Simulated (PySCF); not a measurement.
# GeCl: basis, grid and Hamiltonian

Aim: see how much the energy and properties of GeCl depend on the numerical set-up.

Computed with PySCF 2.14.0. Level: each script names its method and basis.

4 further runs of the same task are left out: 4 that didn't finish.

**1. Where the work starts**

GeCl: 2 atoms, charge 0, spin multiplicity 2.

Bond lengths: Ge1–Cl2 2.023 Å.

**2. Base script**

Contents of input.py:

```python
from pyscf import gto, scf, mcscf, mrpt

mol = gto.M(
    atom='Ge 0 0 0; Cl 0 0 2.023',
    basis='sbkjc',
    ecp={'Ge': 'sbkjc', 'Cl': 'sbkjc'},
    charge=0,
    spin=1,
    verbose=3,
)
mf = scf.ROHF(mol)
mf = mf.density_fit(auxbasis='def2-universal-jkfit')
mf.kernel()
mc = mcscf.CASSCF(mf, 5, 5)
mc.kernel()
mc.analyze()
mrpt.NEVPT(mc).kernel()
mf.dip_moment()
print('orbital energies (hartree):', mf.mo_energy[..., max(0, mol.nelec[1]-3):mol.nelec[0]+3].round(4))
```

Launch:

```console
> python input.py
```

Its log is not repeated here.

Base result: E(SCF) = -18.371279 Eh, E(CAS) − E(SCF) = -0.02119 Eh, NEVPT2 = -0.03219 Eh, μ = 1.91 D (of the SCF density).

The bond length is a typed value, not an optimised one.

**3. Cc-pvdz-dk (core potential off, X2C on)**

Variant 1 changes basis set: sbkjc → cc-pvdz-dk; core potential: on → off; spin-free X2C: off → on. The core potential changes with it: totals don't compare.

Contents of input.py:

```python
from pyscf import gto, scf, mcscf, mrpt

mol = gto.M(
    atom='Ge 0 0 0; Cl 0 0 2.023',
    basis='cc-pvdz-dk',
    charge=0,
    spin=1,
    verbose=3,
)
mf = scf.ROHF(mol)
mf = mf.sfx2c1e()
mf = mf.density_fit(auxbasis='def2-universal-jkfit')
mf.kernel()
mc = mcscf.CASSCF(mf, 5, 5)
mc.kernel()
mc.analyze()
mrpt.NEVPT(mc).kernel()
mf.dip_moment()
print('orbital energies (hartree):', mf.mo_energy[..., max(0, mol.nelec[1]-3):mol.nelec[0]+3].round(4))
```

Launch:

```console
> python input.py
```

**4. Ano-rcc-vdzp (core potential off, X2C on)**

Variant 2 changes basis set: sbkjc → ano-rcc-vdzp; core potential: on → off; spin-free X2C: off → on. The core potential changes with it: totals don't compare.

Edit input.py of step 2 so:

```diff
@@ -4,4 +4,3 @@
     atom='Ge 0 0 0; Cl 0 0 2.023',
-    basis='sbkjc',
-    ecp={'Ge': 'sbkjc', 'Cl': 'sbkjc'},
+    basis='ano-rcc-vdzp',
     charge=0,
@@ -11,2 +10,3 @@
 mf = scf.ROHF(mol)
+mf = mf.sfx2c1e()
 mf = mf.density_fit(auxbasis='def2-universal-jkfit')
```

Before running it: what results should come out? Wanted: for each run, E(SCF); from base; SCF dipole; after the SCF.

The runs gave:

```
                                      run  E(SCF) (hartree)  from base (eV)  SCF dipole (D)  functions                                                                  after the SCF
                                     base        -18.371279               0            1.91         16   NEVPT2 correlation -1.453 eV (from the SCF energy, the CASSCF gain included)
  cc-pvdz-dk (core potential off, X2C on)      -2557.928635  not comparable            1.10         45   NEVPT2 correlation -6.029 eV (from the SCF energy, the CASSCF gain included)
ano-rcc-vdzp (core potential off, X2C on)      -2558.034084  not comparable            1.30         45  NEVPT2 correlation -11.772 eV (from the SCF energy, the CASSCF gain included)
```

In words: The dearest run is “ano-rcc-vdzp (core potential off, X2C on)”, at 18 s against 3.3 s.
